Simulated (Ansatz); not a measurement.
**CH₄N₂Si: one species, many methods**

An exercise on one series of results from a longer session: the logs are not shown, and one member is left open.

Computed with Ansatz 0.2.0, Gaussian basis. Level: functionals in def2-TZVPP, the program's frozen cores in correlated methods.

Plan: LDA (SPW92), PBE-D4, revPBE-D4, BLYP-D4, r2SCAN-D4, B97M-V, PBE0-D4, B3LYP-D4, r2SCANh-D4, r2SCAN0-D4, HSE06-D4, BHLYP-D4, CAM-B3LYP-D4, LC-ωPBE, ωB97X-V, ωB97M-V, B2PLYP, PBE-QIDH; CCSD(T)/def2-SVP; CCSD(T)/def2-TZVPP; MP2/def2-QZVPP; extrapolation to the limit; RPA on PBE.

### The geometry

All runs share one geometry, relaxed beforehand with PBE0-D4 in a triple-zeta def2 set.

8 atoms, charge 0, spin multiplicity 1.

Atoms are counted from 1 here; the program's logs count them from 0.

Bond lengths: C1–N2 1.294 Å, C1–N4 1.388 Å, C1–H5 1.094 Å, N2–Si3 1.761 Å, Si3–N4 1.768 Å, Si3–H6 1.482 Å, Si3–H7 1.483 Å, N4–H8 1.005 Å. Angles: N2–C1–N4 113.0°, N2–C1–H5 125.5°, N4–C1–H5 121.5°, C1–N2–Si3 85.4°, N2–Si3–N4 78.7°, N2–Si3–H6 116.1°, N2–Si3–H7 118.9°, N4–Si3–H6 114.6°, N4–Si3–H7 115.4°, H6–Si3–H7 110.1°, C1–N4–Si3 82.5°, C1–N4–H8 124.1°, Si3–N4–H8 142.9°.

Set-up of the first run:

File in.yaml:

```yaml
crystal:
  periodic: [false, false, false]
  atoms:
    - {symbol: C, position_ang: [0.215992, -0.676935, -0.906657]}
    - {symbol: N, position_ang: [1.278296, -0.621054, -0.169555]}
    - {symbol: Si, position_ang: [0.344369, 0.473503, 0.845683]}
    - {symbol: N, position_ang: [-0.780620, 0.194880, -0.489373]}
    - {symbol: H, position_ang: [0.085697, -1.314262, -1.786785]}
    - {symbol: H, position_ang: [-0.101800, -0.068814, 2.151238]}
    - {symbol: H, position_ang: [0.806095, 1.873319, 1.005944]}
    - {symbol: H, position_ang: [-1.755930, 0.082263, -0.706195]}
basis:
  gaussian: {orbitals: def2-TZVPP}
hamiltonian: {xc: lda}
output: {orbitals: {seedname: orbitals}}
```

Started as:

```console
$ ansatz run in.yaml --threads 2 --pin off --events-out ev --progress --plain --max-ram 4352MiB
```

Among the steps run: LDA; PBE-D4 (GGA); revPBE-D4 (GGA); BLYP-D4 (GGA); r2SCAN-D4 (meta-GGA); B97M-V (meta-GGA); B3LYP-D4 (hybrid); r2SCANh-D4 (hybrid); r2SCAN0-D4 (hybrid); HSE06-D4 (hybrid); BHLYP-D4 (hybrid); CAM-B3LYP-D4 (range-separated); LC-ωPBE (range-separated); ωB97X-V (range-separated); ωB97M-V (range-separated); B2PLYP (double hybrid); PBE-QIDH (double hybrid).

One of the session's tables, all rows but one given; the rest of the session is left out.

```
  functional  HOMO (eV)  gap (eV)
 LDA (SPW92)      -6.05      4.73
      PBE-D4      -5.86      4.78
   revPBE-D4      -5.79      4.81
     BLYP-D4      -5.71      4.76
   r2SCAN-D4      -6.10      5.27
      B97M-V      -6.16      5.33
     PBE0-D4      -7.12      6.96
    B3LYP-D4      -6.88      6.48
  r2SCANh-D4      -6.58      6.13
  r2SCAN0-D4      -7.29      7.39
    HSE06-D4      -6.72      6.18
    BHLYP-D4      -8.24      8.93
CAM-B3LYP-D4      -8.47      9.28
     LC-ωPBE      -9.86     11.88
     ωB97X-V          ?         ?
     ωB97M-V      -9.40     10.91
```

**Question.** Estimate the row for ωB97X-V.

As computed: HOMO (eV): -9.47; gap (eV): 11.34. In the column «HOMO (eV)» it lies between LC-ωPBE (-9.86) and ωB97M-V (-9.40).
